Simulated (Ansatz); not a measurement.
# GeAsH₂ (quartet): from Hartree-Fock to the top rungs, cc-pVTZ

The task here is to estimate one member of a computed series from the others.

Computed with Ansatz 0.2.0, Gaussian basis. Level: cc-pVTZ, core rule «outside noble gas», up to 28 orbitals frozen.

To be run: UHF; CCSD(T) on ROHF; CCSD(T) on UHF; BCCD(T) on ROHF; CCSDT(Q) on ROHF; CCSDT(Q) on UHF; CASSCF and MRCISD+Q, 11 electrons in 10 orbitals; CASSCF and NEVPT2, 11 electrons in 10 orbitals.

5 further runs of the same task are left out: 5 set aside as unsound or not needed.

**The geometry**

The geometry is a PBE0/def2-TZVP stationary point (not a proven minimum) of the parent state, kept for this charge and spin. No spin-orbit coupling is included. The filled d shell of Ge, As may be among the frozen orbitals whatever the setting's name suggests; the logs give the count.

4 atoms, charge 0, spin multiplicity 4.

Atoms are counted from 1 here; the program's logs count them from 0.

Bond lengths: Ge1–As2 2.290 Å, As2–H3 1.504 Å, As2–H4 1.504 Å. Angles: Ge1–As2–H3 128.7°, Ge1–As2–H4 128.7°, H3–As2–H4 102.6°.

Set-up of the first run:

Contents of in.yaml:

```yaml
crystal:
  periodic: [false, false, false]
  atoms:
    - {symbol: Ge, position_ang: [0.000000, 0.000000, 1.190725]}
    - {symbol: As, position_ang: [0.000000, 0.000000, -1.099578]}
    - {symbol: H, position_ang: [0.000000, 1.174203, -2.039879]}
    - {symbol: H, position_ang: [0.000000, -1.174203, -2.039879]}
basis:
  gaussian: {orbitals: cc-pVTZ}
magnetization: {spin_polarized: true, initial_magnetization: 3}
hamiltonian: {xc: hf}
output: {orbitals: {seedname: orbitals}}
```

Started as:

```sh
$ ansatz run in.yaml --threads 1 --pin off --events-out ev --progress --plain --max-ram 4096MiB --backend cpu
```

Among the steps run: UHF; CCSD(T) on ROHF; CCSD(T) on UHF; BCCD(T) on ROHF; CCSDT(Q) on ROHF; CCSDT(Q) on UHF; CASSCF and MRCISD+Q, 11 electrons in 10 orbitals; CASSCF and NEVPT2, 11 electrons in 10 orbitals.

One of the session's tables, all rows but one given; the rest of the session is left out.

| method | from UCCSDT(Q) (kJ/mol) |
| --- | --- |
| ROHF | +651.9 |
| UHF | +626.4 |
| RMP2 | +116.6 |
| UMP2 | +123.1 |
| RCCSD | +31.2 |
| UCCSD | +29.4 |
| RCCSD(T) | +6.1 |
| UCCSD(T) | +5.1 |
| BCCD(T) | +6.1 |
| RCCSDT | +2.3 |
| UCCSDT | +1.1 |
| RCCSDT(Q) | +1.2 |
| UCCSDT(Q) | 0 |
| CASSCF valence | +511.1 |
| NEVPT2 valence | ? |
| MRCISD valence | +53.9 |
| MRCISD+Q valence | +10.8 |

Estimate the missing values for NEVPT2 valence.

The run gave: from UCCSDT(Q) (kJ/mol): +123.2. In the column «from UCCSDT(Q) (kJ/mol)» it lies between UMP2 (+123.1) and CASSCF valence (+511.1).

Caveats from the session: Restricted and unrestricted rows rest on different reference determinants; where their highest levels disagree by more than a few hundredths of an eV, they describe different states and don't form one ladder.
